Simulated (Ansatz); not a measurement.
# Si: the cost of one run

Computed with Ansatz 0.2.0 (DFT LDA, scalar-relativistic, unless a step's input says otherwise).

### 1 The starting structure

Symmetry: Fd-3m, No. 227, cubic system. The conventional cell has a = 5.431 Å, b = 5.431 Å, c = 5.431 Å, α = 90.00°, β = 90.00°, γ = 90.00°. Si (site symmetry -43m) is surrounded by 4 Si at 2.35 Å.

As a file:

```xyz
2
Lattice="0.0000 2.7155 2.7155 2.7155 0.0000 2.7155 2.7155 2.7155 0.0000" Properties=species:S:1:pos:R:3 pbc="T T T"
Si    2.7155    2.7155    2.7155
Si    4.0732    4.0732    4.0732
```

Atoms are numbered in the order of the input: Si1, Si2.

### 2 The deformed structure

Space group Fd-3m before, I4_1/amd after.

### 3 All-electron LAPW

input.yaml reads:

```yaml
crystal:
  lattice:
    - [0.0, 2.7969341, 2.71547]
    - [2.7969341, 0.0, 2.71547]
    - [2.7969341, 2.7969341, 0.0]
  atoms:
    - { symbol: Si, position: [0.5, 0.5, 0.5] }
    - { symbol: Si, position: [0.75, 0.75, 0.75] }
kpoints:
  mp_grid: { grid: [11, 11, 11] }
  band_path:
    path:
      - [0.0, 0.0, 0.0]
      - [0.0, 0.5, 0.5]
      - [0.25, 0.75, 0.5]
      - [0.0, 0.5, 0.0]
      - [0.0, 0.0, 0.0]
      - [0.5, 0.5, 0.0]
      - [0.3826125, 0.6173875, 0.0]
      - [-0.3826125, 0.3826125, 0.0]
      - [0.0, 0.0, 0.0]
    npoints: 5
scf:
  occupations: { method: fermi_dirac, width: 0.08 }
hamiltonian:
  xc: lda
  pseudopotentials: { kind: all_electron, lapw: { basis_error: 0.00025 } }
output:
  forces: true
  stress: true
  eigenvalues: true
```

Run with:

```bash
> ansatz run input.yaml --threads 1 --pin off --max-ram 3072MiB --backend cpu --events-out ev --progress --plain --runs-dir out
```

What time and memory should one allow on 1 thread of Intel Xeon Platinum 8488C (Sapphire Rapids), shared host?

About 14 s, with a peak of 0.4 GiB.
